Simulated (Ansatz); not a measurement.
**Sr2BN: a trial structure relaxed**

Where does this trial cell of Sr2BN go when cell and atoms are let free?

Program: Ansatz 0.2.0. Level of theory: DFT PBE, scalar-relativistic, plane waves, PAW. These are calculated values, not measurements.

## (1) Starting point

It takes space group P-3m1 (No. 164, trigonal). Conventional cell: a = 3.945 Å, b = 3.945 Å, c = 6.488 Å, α = 90.00°, β = 90.00°, γ = 120.00°. Around Sr (site symmetry 3m) lie 3 N at 2.70 Å and 3 B at 2.90 Å. B (site symmetry -3m) is surrounded by 6 Sr at 2.90 Å. Around N (site symmetry -3m) lie 6 Sr at 2.70 Å.

Coordinates:

```
CELL_PARAMETERS angstrom
3.94548 0.00000 0.00000
-1.97274 3.41689 0.00000
0.00000 0.00000 6.48847
ATOMIC_POSITIONS crystal
Sr 0.33333 0.66667 0.77660
Sr 0.66667 0.33333 0.22340
B 0.00000 0.00000 0.50000
N 0.00000 0.00000 0.00000
```

The cell is invented: close-packed metal layers stacked AB|A, with sites between them filled layer by layer (P-3m1, No. 164). Lengths come from tabulated atomic sizes and are only a guess.

## (2) The guess as it stands, on a coarse mesh

The input, input.yaml:

```yaml
crystal:
  lattice:
    - [3.94548134, 0.0, 0.0]
    - [-1.97274067, 3.41688707, 0.0]
    - [0.0, 0.0, 6.48846783]
  atoms:
    - { symbol: Sr, position: [0.33333333, 0.66666667, 0.77660319] }
    - { symbol: Sr, position: [0.66666667, 0.33333333, 0.22339681] }
    - { symbol: B, position: [0.0, 0.0, 0.5] }
    - { symbol: "N", position: [0.0, 0.0, 0.0] }
basis:
  ecutwfc: 420
kpoints:
  mp_grid: { grid: [6, 6, 4] }
hamiltonian:
  xc: pbe
scf:
  occupations: { method: gaussian, width: 0.1 }
  lower_state_search: "off"
output:
  forces: true
  stress: true
  eigenvalues: true
```

The run is started by

```console
> ansatz run input.yaml --threads 1 --pin off --max-ram 2048MiB --backend cpu --events-out ev --progress --plain --runs-dir out
```

The session goes on with these runs: spin check on a coarse mesh; rough relaxation on the coarse mesh; full relaxation.

Q: Predict the outcome of this session. Wanted: conventional cell; volume; energy over the elements; gap on the mesh.

As calculated:

| quantity | value |
| --- | --- |
| symmetry at the end (tolerance 0.05 Å) | space group P-3m1 (No. 164) |
| conventional cell | a = 3.882 Å, b = 3.882 Å, c = 6.712 Å, α = 90.00°, β = 90.00°, γ = 120.00° |
| volume | 21.90 Å³/atom |
| energy over the elements (uncorrected; H, N, O, F and Cl as molecules) | +0.40 eV/atom |
| gap on the mesh | none (metal) |

The space group P-3m1 (No. 164) is kept, at nearly the size of the first guess. The formation energy is positive, so the separate elements lie lower. No finished test with a distortion of lower symmetry is shown, so the end may be a saddle point. Some metallic runs here have no spin polarisation while others do, so their energies compare only roughly. Other magnetic orders were not searched.
